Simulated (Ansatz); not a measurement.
# C8H10: ionisation energy by level of theory

Aim: the vertical ionisation energy of C8H10, as cation minus neutral at the neutral's geometry, on several levels, and how well −ε(HOMO) stands in for it.

Method: unrestricted cation, the program's frozen cores in correlated methods; program: Ansatz 0.2.0, Gaussian basis.

Plan: UKS PBE-D4/def2-TZVPP; UKS r2SCAN-D4/def2-TZVPP; UKS PBE0-D4/def2-TZVPP; UKS B3LYP-D4/def2-TZVPP; UKS wB97X-V/def2-TZVPP; UKS wB97M-V/def2-TZVPP; UKS B2PLYP/def2-TZVPP; UHF-CCSD(T)/def2-TZVPP; UHF-MP2/def2-QZVPP; extrapolation to the limit; then −ε(HOMO) from the neutral's earlier runs with LDA (SPW92), PBE-D4, revPBE-D4, BLYP-D4, r2SCAN-D4, B97M-V, PBE0-D4, B3LYP-D4, r2SCANh-D4, r2SCAN0-D4, HSE06-D4, BHLYP-D4, CAM-B3LYP-D4, LC-ωPBE, ωB97X-V, ωB97M-V.

## 1. The geometry

All runs share one geometry, relaxed beforehand with PBE0-D4 in a triple-zeta def2 set.

SMILES `Cc1ccccc1C`, 18 atoms, charge 0, spin multiplicity 1.

Atoms are counted from 1 here; the program's logs count them from 0.

Bond lengths: C1–C2 1.497 Å, C1–H9 1.090 Å, C1–H10 1.094 Å, C1–H11 1.094 Å, C2–C3 1.390 Å, C2–C7 1.402 Å, C3–C4 1.386 Å, C3–H12 1.085 Å, C4–C5 1.384 Å, C4–H13 1.084 Å, C5–C6 1.386 Å, C5–H14 1.084 Å, C6–C7 1.390 Å, C6–H15 1.085 Å, C7–C8 1.497 Å, C8–H16 1.090 Å, C8–H17 1.094 Å, C8–H18 1.094 Å. Angles: C2–C1–H9 111.1°, C2–C1–H10 111.5°, C2–C1–H11 111.6°, H9–C1–H10 107.9°, H9–C1–H11 107.9°, H10–C1–H11 106.6°, C1–C2–C3 120.4°, C1–C2–C7 120.6°, C3–C2–C7 119.0°, C2–C3–C4 121.5°, C2–C3–H12 118.9°, C4–C3–H12 119.7°, C3–C4–C5 119.5°, C3–C4–H13 120.0°, C5–C4–H13 120.4°, C4–C5–C6 119.5°, C4–C5–H14 120.4°, C6–C5–H14 120.0° and more.

## 2. Cation, UKS PBE-D4/def2-TZVPP

Contents of in.yaml:

```yaml
crystal:
  periodic: [false, false, false]
  atoms:
    - {symbol: C, position_ang: [1.220368, -1.642543, 0.490217]}
    - {symbol: C, position_ang: [0.619779, -0.390525, -0.069008]}
    - {symbol: C, position_ang: [1.316654, 0.366850, -1.002798]}
    - {symbol: C, position_ang: [0.781959, 1.530067, -1.535056]}
    - {symbol: C, position_ang: [-0.472966, 1.951187, -1.130546]}
    - {symbol: C, position_ang: [-1.177334, 1.203256, -0.199559]}
    - {symbol: C, position_ang: [-0.651316, 0.035817, 0.340446]}
    - {symbol: C, position_ang: [-1.433005, -0.753149, 1.344183]}
    - {symbol: H, position_ang: [2.204758, -1.831085, 0.060671]}
    - {symbol: H, position_ang: [1.333454, -1.583224, 1.577035]}
    - {symbol: H, position_ang: [0.592046, -2.515219, 0.287963]}
    - {symbol: H, position_ang: [2.300757, 0.034998, -1.318039]}
    - {symbol: H, position_ang: [1.345492, 2.103189, -2.262241]}
    - {symbol: H, position_ang: [-0.905070, 2.858435, -1.536778]}
    - {symbol: H, position_ang: [-2.161799, 1.531171, 0.118656]}
    - {symbol: H, position_ang: [-2.392697, -0.279721, 1.553795]}
    - {symbol: H, position_ang: [-0.891418, -0.849452, 2.290065]}
    - {symbol: H, position_ang: [-1.629660, -1.770033, 0.991013]}
basis:
  gaussian: {orbitals: def2-TZVPP}
total_charge: 1
magnetization: {spin_polarized: true, initial_magnetization: 1}
hamiltonian: {xc: pbe, dispersion: d4}
```

The run is started by

```sh
$ ansatz run in.yaml --threads 2 --pin off --events-out ev --progress --plain --max-ram 32768MiB --backend cuda --devices 0, --max-vram 18GiB
```

The runs that follow: Cation, UKS r2SCAN-D4/def2-TZVPP; Cation, UKS PBE0-D4/def2-TZVPP; Cation, UKS B3LYP-D4/def2-TZVPP; Cation, UKS wB97X-V/def2-TZVPP; Cation, UKS wB97M-V/def2-TZVPP; Cation, UKS B2PLYP (frozen core)/def2-TZVPP; Cation, UHF-CCSD(T)/def2-TZVPP; Cation, UHF-MP2/def2-QZVPP.

Before running them: what should the planned runs give, taken together? Wanted: ionisation energy, CCSD(T)/CBS; nearest functional by difference; nearest −ε(HOMO); −ε(HOMO) of PBE; T1 of the cation.

The runs gave:

| quantity | value |
| --- | --- |
| ionisation energy, CCSD(T)/CBS | 8.84 eV |
| nearest functional by difference | B2PLYP (-0.23 eV) |
| nearest −ε(HOMO) | ωB97M-V (-0.02 eV) |
| −ε(HOMO) of PBE | 5.80 eV |
| T1 of the cation | 0.019 |

**Reading.** By cation minus neutral, the functionals miss by 0.38 eV at most. The PBE orbital energy is 3.0 eV too small: a semilocal HOMO is no ionisation energy. Among orbital estimates ωB97M-V comes nearest. Hartree-Fock falls 1.56 eV short, as the neutral has more correlation energy than the cation.
